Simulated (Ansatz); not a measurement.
# C5H4FN, SMILES Fc1ccccn1: a geometry optimisation

Program: Ansatz's Python interface.

Script `run_opt.py`:
```python
# -*- coding: utf-8 -*-
"""Geometry optimisation of C5H4FN."""

import warnings

import ansatz
import numpy as np

warnings.simplefilter("ignore", ansatz.DeckWarning)

geometry_ang = [
    ("F", [-0.2638, -2.8036, -0.047]),
    ("C", [-0.1852, -1.4289, -0.1272]),
    ("C", [0.0662, -0.7306, 1.025]),
    ("C", [0.3082, 0.6609, 0.9623]),
    ("C", [0.0859, 1.2732, -0.2827]),
    ("C", [-0.1965, 0.5134, -1.3765]),
    ("N", [-0.3061, -0.8426, -1.3304]),
    ("H", [0.246, -1.2485, 1.9683]),
    ("H", [0.458, 1.2463, 1.9004]),
    ("H", [0.1848, 2.3578, -0.3355]),
    ("H", [-0.3322, 0.9455, -2.3362]),
]
system = ansatz.Crystal.molecule()
for symbol, xyz in geometry_ang:
    system = system.atom(symbol, xyz)

base = (
    system.calculation()
    .basis(gaussian="def2-SVP")  # atom-centred Gaussian functions
    .functional("hf")  # level of theory
)
symbols = [site.symbol for site in system.cartesian_sites]
start = np.array([site.position_ang for site in system.cartesian_sites], dtype=float)
summary = base.relax(force_tolerance=0.01).run().report
end = np.array(summary["positions_ang"])

print(f"E = {summary['free_energy_ev']:.6f} eV = {summary['free_energy_ev'] / 27.211386246:.7f} Ha")
print("converged:", summary["converged"], " doubts:", summary["published_state_doubts"] or "none")

print("final positions (A) and the move of each atom")
for symbol, xyz, old in zip(symbols, end, start):
    print(f"{symbol:2s} {xyz[0]:10.5f} {xyz[1]:10.5f} {xyz[2]:10.5f}   {np.linalg.norm(xyz - old):7.4f}")

charges = summary["charge_distribution"]
print("dipole moment", round(4.803205 * float(np.linalg.norm(charges["dipole_moment_e_ang"])), 3), "D")
print("Mulliken:", [(s, round(q, 3)) for s, q in zip(symbols, charges["mulliken_charges_e"])])
```

Running `python run_opt.py` prints:
```text
E = -9395.845234 eV = -345.2909436 Ha
converged: True  doubts: none
final positions (A) and the move of each atom
F    -0.28315   -2.70323   -0.08849    0.1103
C    -0.15949   -1.39950   -0.13314    0.0395
C     0.12302   -0.72738    1.05069    0.0624
C     0.24735    0.64458    0.97115    0.0636
C     0.08727    1.27291   -0.26231    0.0204
C    -0.19161    0.48040   -1.35871    0.0378
N    -0.31195   -0.83820   -1.28795    0.0431
H     0.23500   -1.27542    1.97430    0.0297
H     0.46683    1.22263    1.85923    0.0483
H     0.17695    2.34476   -0.36541    0.0336
H    -0.32493    0.92135   -2.33887    0.0254
dipole moment 3.515 D
Mulliken: [('F', -0.294), ('C', 0.493), ('C', -0.196), ('C', 0.064), ('C', -0.138), ('C', 0.16), ('N', -0.328), ('H', 0.065), ('H', 0.06), ('H', 0.054), ('H', 0.059)]
```

Total energies depend on the basis set; only differences at equal settings carry meaning. The end point is the stationary point reached from this start; no frequency run checks that it is a minimum, and the basis set is modest. It ran for 27 s on 1 thread of Arm Neoverse V2 (shared host), peak memory 0.34 GiB.

(A comment or docstring line of the script was reworded after the run, the code is as it ran; lines on the test bed's own set-up are left out of the output.)
